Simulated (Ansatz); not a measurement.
# GeF (quartet): the correlation ladder, cc-pVDZ

How much of the correlation energy of GeF (quartet) does each wave-function method recover here?

Method: cc-pVDZ, core rule «outside noble gas», up to 15 orbitals frozen; program: Ansatz 0.2.0, Gaussian basis.

The runs, in order: UHF; CCSD(T) on ROHF; CCSD(T) on UHF; BCCD(T) on ROHF; CISD; CCSDT(Q) on ROHF; CCSDT(Q) on UHF; CCSDTQ on ROHF; CCSDTQ on UHF; CASSCF and MRCISD+Q, 11 electrons in 8 orbitals; CASSCF and NEVPT4(SD), 11 electrons in 8 orbitals; CASSCF and NEVPT2, 11 electrons in 8 orbitals.

11 further runs of the same task are left out: 6 for a known fault of the program, 1 that didn't finish, 4 set aside as unsound or not needed.

**1. What is computed**

The geometry is a PBE0/def2-TZVP stationary point (not a proven minimum) of the parent state, kept for this charge and spin. No spin-orbit coupling is included. The filled d shell of Ge may be among the frozen orbitals whatever the setting's name suggests; the logs give the count.

2 atoms, charge 0, spin multiplicity 4.

Atoms are counted from 1 here; the program's logs count them from 0.

Bond lengths: Ge1–F2 1.756 Å.

**2. UHF**

Contents of in.yaml:

```yaml
crystal:
  periodic: [false, false, false]
  atoms:
    - {symbol: Ge, position_ang: [0.000000, 0.000000, 0.000000]}
    - {symbol: F, position_ang: [0.000000, 0.000000, 1.755700]}
basis:
  gaussian: {orbitals: cc-pVDZ}
magnetization: {spin_polarized: true, initial_magnetization: 3}
hamiltonian: {xc: hf}
output: {orbitals: {seedname: orbitals}}
```

Command:

```bash
$ ansatz run in.yaml --threads 1 --pin off --events-out ev --progress --plain --max-ram 2816MiB --backend cpu
```

The runs that follow: CCSD(T) on ROHF; CCSD(T) on UHF; BCCD(T) on ROHF; CISD; CCSDT(Q) on ROHF; CCSDT(Q) on UHF; CCSDTQ on ROHF; CCSDTQ on UHF; CASSCF and MRCISD+Q, 11 electrons in 8 orbitals; CASSCF and NEVPT4(SD), 11 electrons in 8 orbitals; CASSCF and NEVPT2, 11 electrons in 8 orbitals.

Q: Predict the results of all the runs planned. Wanted: UCCSDTQ below the RHF energy; RMP2 from UCCSDTQ; UMP2 from UCCSDTQ; RCCSD from UCCSDTQ; RCCSD(T) from UCCSDTQ; UCCSD(T) from UCCSDTQ; RCCSDT(Q) from UCCSDTQ; UCCSDT(Q) from UCCSDTQ; NEVPT2 valence from UCCSDTQ.

The runs gave:

| quantity | value |
| --- | --- |
| UCCSDTQ below the RHF energy | -6.5272 eV |
| RMP2 from UCCSDTQ | +37.0 kJ/mol |
| UMP2 from UCCSDTQ | +34.5 kJ/mol |
| RCCSD from UCCSDTQ | +17.2 kJ/mol |
| RCCSD(T) from UCCSDTQ | +5.0 kJ/mol |
| UCCSD(T) from UCCSDTQ | +2.8 kJ/mol |
| RCCSDT(Q) from UCCSDTQ | +2.3 kJ/mol |
| UCCSDT(Q) from UCCSDTQ | -0.3 kJ/mol |
| NEVPT2 valence from UCCSDTQ | +78.3 kJ/mol |
| NEVPT4(SD) valence from UCCSDTQ | +13.5 kJ/mol |
| MRCISD+Q valence from UCCSDTQ | +8.6 kJ/mol |
| levels within 1 kcal/mol (43 meV) | UCCSD(T), RCCSDT, UCCSDT, RCCSDT(Q), UCCSDT(Q), RCCSDTQ |
| T1 diagnostic | 0.027 |
| effectively unpaired electrons | 3.01 |

**Reading.** RCCSD(T) lands +5.0 kJ/mol from the yardstick (0.8 % of the correlation energy). CCSD(T) misses by +5.0 kJ/mol on the restricted determinant and by +2.8 kJ/mol on the unrestricted one; the two need not hold the same state or core. One determinant dominates. Of the multireference levels listed MRCISD+Q valence comes nearest in total energy (+8.6 kJ/mol), which doesn't show that its space is the better one. These misses are within one basis, not against nature; the frozen cores of restricted and unrestricted runs differ, which can shift their rows.
